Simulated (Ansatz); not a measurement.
# YSc and its elements: formation energy from the elements in Python

Wanted for YSc and its elements: a formation energy from the elements.

Program: Ansatz 0.2.0, driven from Python. Level of theory: DFT r2SCAN, plane waves, PAW. These are calculated values, not measurements.

### 1 The system

YSc P-6m2: It takes space group P-6m2 (No. 187, hexagonal). Conventional cell: a = 3.520 Å, b = 3.520 Å, c = 5.404 Å, α = 90.00°, β = 90.00°, γ = 120.00°. Around Y (site symmetry -6m2) lie 6 Sc at 3.38 Å and 6 Y at 3.52 Å. Around Sc (site symmetry -6m2) lie 6 Y at 3.38 Å and 6 Sc at 3.52 Å.

Y P6_3/mmc: Symmetry: P6_3/mmc, No. 194, hexagonal system. The conventional cell has a = 3.647 Å, b = 3.647 Å, c = 5.731 Å, α = 90.00°, β = 90.00°, γ = 120.00°. Around Y (site symmetry -6m2) lie 12 Y at 3.56 to 3.65 Å.

Sc P6_3/mmc: The structure is hexagonal, space group P6_3/mmc (No. 194). Conventional cell: a = 3.309 Å, b = 3.309 Å, c = 5.273 Å, α = 90.00°, β = 90.00°, γ = 120.00°. Sc (site symmetry -6m2) has 12 Sc at 3.26 to 3.31 Å as nearest neighbours.

The script reads ysc_ysc.vasp:

```text
YSc
1.0
   3.52016583    0.00000000    0.00000000
  -1.76008291    3.04855303    0.00000000
   0.00000000    0.00000000    5.40411622
Y Sc
1 1
Direct
   0.00000000    0.00000000    0.00000000
   0.33333333    0.66666667    0.50000000
```

Input file ysc_y.cif:

```cif
data_Y
_cell_length_a 3.647400
_cell_length_b 3.647400
_cell_length_c 5.730600
_cell_angle_alpha 90.00000
_cell_angle_beta 90.00000
_cell_angle_gamma 120.00000
_symmetry_space_group_name_H-M 'P 1'
_symmetry_Int_Tables_number 1
loop_
_symmetry_equiv_pos_as_xyz
'x, y, z'
loop_
_atom_site_label
_atom_site_type_symbol
_atom_site_fract_x
_atom_site_fract_y
_atom_site_fract_z
Y1 Y    0.333333    0.666667    0.250000
Y2 Y    0.666667    0.333333    0.750000
```

The script reads ysc_sc.extxyz:

```xyz
2
Lattice="3.309 0.0 0.0 -1.6545 2.86567806 0.0 0.0 0.0 5.2733" Properties=species:S:1:pos:R:3 pbc="T T T"
Sc   -0.00000000    1.91045204    1.31832500
Sc    1.65450000    0.95522602    3.95497500
```

### 2 The script

The input, formation.py:

```python
# -*- coding: utf-8 -*-
"""Formation energy of YSc from the elements, after relaxing atoms and volume at fixed cell shape."""

from collections import Counter
import warnings

import ansatz as az
from ase.io import read
import numpy as np


def compute(name, crystal):
    calc = (
        crystal.calculation()
        .functional("r2SCAN")
        .basis(530)
        .kpoints(spacing=0.14)
        .occupations("fermi_dirac", width=0.05)
        .stress()
    )
    calc = calc.relax(force_tolerance=0.02, fix_cell=["shape"])
    return calc.run()


def counts(outcome):
    return Counter(site.symbol for site in outcome.lattice.sites)

def formation_energy(outcome, mu):
    n = counts(outcome)
    return (outcome.report["energy_sigma0_ev"] - sum(k * mu[element] for element, k in n.items())) / sum(n.values())


def volume_per_atom(outcome):
    return abs(np.linalg.det(outcome.lattice.cell_ang)) / len(outcome.lattice.sites)


def main():
    warnings.simplefilter("ignore", az.DeckWarning)

    phases = {}
    atoms = read("ysc_ysc.vasp", format="vasp")
    ysc = az.Crystal.from_ase(atoms)
    phases["YSc"] = ysc
    atoms = read("ysc_y.cif")
    y = az.Crystal.from_ase(atoms)
    phases["Y"] = y
    sc = az.Crystal.from_extxyz("ysc_sc.extxyz")
    phases["Sc"] = sc

    done = {name: compute(name, crystal) for name, crystal in phases.items()}

    # energy of one atom in its reference phase
    references = {"Y": "Y", "Sc": "Sc"}
    mu = {element: done[name].report["energy_sigma0_ev"] / len(done[name].lattice.sites) for element, name in references.items()}

    target = done["YSc"]
    heat = formation_energy(target, mu)
    for element, value in mu.items():
        print(f"mu({element}) = {value:.4f} eV from {references[element]}, {volume_per_atom(done[references[element]]):.2f} A^3/atom")
    print(f"formation energy of YSc: {heat:.4f} eV/atom = {96.4853 * heat:.1f} kJ/mol of atoms")


if __name__ == "__main__":
    main()
```

### 3 Launch

Launch:

```sh
$ python formation.py
```

The program printed:

```text
mu(Y) = -3859.7062 eV from Y, 33.52 A^3/atom
mu(Sc) = -2140.5700 eV from Sc, 24.95 A^3/atom
formation energy of YSc: 0.0547 eV/atom = 5.3 kJ/mol of atoms
```

Wall time 2.5 min (1 thread of Arm Neoverse V2, shared host); peak memory 0.79 GiB.

### 4 The engine's runs

The 3 runs, in the order started:

| run | system | space group at the end | energy (eV/atom) | from the elements (meV/atom) | final volume (Å³/atom) | pressure (GPa) | SCF cycles in all | CPU time (s) |
| --- | --- | --- | --- | --- | --- | --- | --- | --- |
| 1 | YSc (2 atoms) | P-6m2 | -3000.0834 | 54.7 | 29.10 | -0.02 | 18 | 71 |
| 2 | Y (2 atoms) | P6_3/mmc | -3859.7062 | 0.0 | 33.52 | -0.03 | 15 | 42 |
| 3 | Sc (2 atoms) | P6_3/mmc | -2140.5700 | 0.0 | 24.95 | 0.02 | 14 | 34 |

Energies are extrapolated to zero smearing width, as in the script. Totals carry meaning only in balanced differences at one level of theory.

### 5 Path of the relaxation of run 2

Step by step:

| step | energy from step 1 (eV/cell) | largest force component (eV/Å) | pressure (GPa) | volume (Å³) |
| --- | --- | --- | --- | --- |
| 1 | 0.0000 | 0.0000 | 0.60 | 66.02 |
| 2 | -0.0017 | 0.0000 | -0.03 | 67.04 |
| 3 | -0.0018 | 0.0000 | -0.03 | 67.04 |

Step 1 is the start. Step 3 repeats the geometry before it on a plane-wave basis chosen anew for that cell, so its energy need not be comparable with the rows above.

|  | before | after | change |
| --- | --- | --- | --- |
| a (Å) | 3.647 | 3.666 | +0.5 % |
| b (Å) | 3.647 | 3.666 | +0.5 % |
| c (Å) | 5.731 | 5.760 | +0.5 % |
| volume (Å³/atom) | 33.01 | 33.52 | +1.5 % |
| shortest distance (Å) | 3.556 | 3.574 | +0.5 % |
| space group (0.01 Å) | P6_3/mmc | P6_3/mmc | same |

The run keeps the 24 symmetry operations of the start, so it could not have lowered the symmetry.

### 6 How the relaxation of run 3 went

The steps of the relaxation:

```
step  E - E(step 1) (eV/cell)  largest force component (eV/Å)  pressure (GPa)  volume (Å³)
   1                   0.0000                          0.0000           -0.09        50.00
   2                  -0.0001                          0.0000            0.03        49.90
   3                   0.0000                          0.0000            0.02        49.90
```

Step 1 is the start. Step 3 repeats the geometry before it on a plane-wave basis chosen anew for that cell, so its energy need not be comparable with the rows above.

|  | before | after | change |
| --- | --- | --- | --- |
| a (Å) | 3.309 | 3.307 | -0.1 % |
| b (Å) | 3.309 | 3.307 | -0.1 % |
| c (Å) | 5.273 | 5.270 | -0.1 % |
| volume (Å³/atom) | 25.00 | 24.95 | -0.2 % |
| shortest distance (Å) | 3.256 | 3.254 | -0.1 % |
| space group (0.01 Å) | P6_3/mmc | P6_3/mmc | same |

Forces and stress were held to the start's 24 operations: a distortion of lower symmetry was not tested.

### 7 What came out

| quantity | value |
| --- | --- |
| formation energy | 0.0547 eV/atom |
| runs compared | 3 |
| energy of YSc (run 1) from the elements | 55 meV/atom |

In words: The formation energy is positive: at this level it would fall apart into its elements. The formation energy is +0.055 eV an atom (+5.3 kJ per mole of atoms), so YSc lies above the reference phases. In run 2, the volume grew by 1.5 % over 1 move, and the space group stayed P6_3/mmc. In run 3, over 1 move the cell shrank by 0.2 % in volume, and the space group stayed P6_3/mmc. Notes:
- Spin is left out of this run.
- Atoms and volume are relaxed with the cell's shape held, which in cells of lower than cubic symmetry can hide stresses and shift volumes.
- The compound is the structure given, not necessarily its lowest; energies are at zero temperature, with no correction for gases. A semilocal functional's error on such energies is often 0.05 to 0.1 eV an atom, and 0.1 to 0.3 eV against gases such as O2 or F2. Whether this is the phase that is stable at ambient conditions was not tested.
